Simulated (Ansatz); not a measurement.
Predict the output of the script below (Ansatz's Python interface).

`md_c2h3bo.py`:
```python
import warnings

import ansatz as az
import numpy as np

BASIS = "def2-SVP"
FUNCTIONAL = "blyp"
N_STEPS = 20
TEMPERATURE_K = 800

warnings.simplefilter("ignore", az.DeckWarning)

geometry_ang = [
    ("C", (-0.1078, 0.0069, 1.9218)),
    ("C", (0.0016, 0.1736, 0.7213)),
    ("B", (0.178, 0.3365, -0.8038)),
    ("O", (-0.5926, -0.3532, -1.7283)),
    ("H", (-0.296, -0.0649, 2.9354)),
    ("H", (1.0642, 1.0583, -1.1988)),
    ("H", (-0.1862, -1.2252, -1.8932)),
]
geometry = az.Crystal.molecule()
for symbol, xyz in geometry_ang:
    geometry = geometry.atom(symbol, xyz)

model = (
    geometry.calculation()
    .basis(gaussian=BASIS)
    .functional(FUNCTIONAL)
)
symbols = [site.symbol for site in geometry.cartesian_sites]
start = np.array([site.position_ang for site in geometry.cartesian_sites], dtype=float)
report = model.relax(force_tolerance=0.02, max_steps=100).run().report
end = np.array(report["positions_ang"])
minimum = az.Crystal.molecule()
for symbol, place in zip(symbols, end):
    minimum = minimum.atom(symbol, place.tolist())

model = (
    minimum.calculation()
    .basis(gaussian=BASIS)
    .functional(FUNCTIONAL)
    .md("nve", timestep=0.25, steps=N_STEPS, temperature=TEMPERATURE_K, initial_velocities="maxwell_boltzmann", seed=88)
)
frames = []
done = model.session().plan().execute(on_event=lambda e: frames.append(e["data"]) if e["event"] == "md_step" else None)
print("t (fs)   E_pot (eV)      E_kin (eV)   T (K)   d(0-1) (A)")
for f in frames[::2]:
    xyz = np.array(f["positions_ang"])
    print(f"{f['time_fs']:6.2f} {f['lagrangian_ev']:14.5f} {f['e_kin_ev']:10.5f} {f['temperature_k']:8.1f} {np.linalg.norm(xyz[0] - xyz[1]):9.4f}")
kept = np.array([f["conserved_ev"] for f in frames])
print(f"conserved energy moves by at most {1000 * np.ptp(kept):.3f} meV")
symbols = [site.symbol for site in geometry.cartesian_sites]
with open("last_frame.xyz", "w") as handle:
    handle.write(f"{len(symbols)}\nt = {frames[-1]['time_fs']} fs\n")
    handle.writelines("{:2s} {:10.5f} {:10.5f} {:10.5f}\n".format(s, *xyz) for s, xyz in zip(symbols, frames[-1]["positions_ang"]))
```

```console
$ python md_c2h3bo.py
t (fs)   E_pot (eV)      E_kin (eV)   T (K)   d(0-1) (A)
  0.00    -4840.52591    0.51704    800.0    1.2297
  0.50    -4840.51431    0.50549    782.1    1.2316
  1.00    -4840.48276    0.47407    733.5    1.2337
  1.50    -4840.43891    0.43037    665.9    1.2358
  2.00    -4840.39188    0.38346    593.3    1.2379
  2.50    -4840.34943    0.34107    527.7    1.2401
  3.00    -4840.31603    0.30769    476.1    1.2423
  3.50    -4840.29246    0.28408    439.6    1.2444
  4.00    -4840.27648    0.26803    414.7    1.2462
  4.50    -4840.26407    0.25556    395.4    1.2477
  5.00    -4840.25092    0.24235    375.0    1.2488
conserved energy moves by at most 0.532 meV
```

It writes `last_frame.xyz`:
```text
7
t = 5.0 fs
C    -0.17502   -0.01188    1.82551
C     0.06494    0.11068    0.60614
B     0.30206    0.36394   -0.87513
O    -0.12921   -0.45467   -1.81377
H    -0.20392   -0.28454    2.89693
H     0.96237    1.32571   -1.09061
H    -0.58219   -1.15238   -1.26556
```

Total energies depend on the basis set; only differences at equal settings carry meaning. The trajectory is only some femtoseconds long, so its temperature is not equilibrated; where the script doesn't relax first, it starts from a rough generated geometry. The temperature counts the internal degrees of freedom alone. Run time: 48 s on 1 thread of Arm Neoverse V2, with other jobs on the host, peak memory 0.2 GiB.
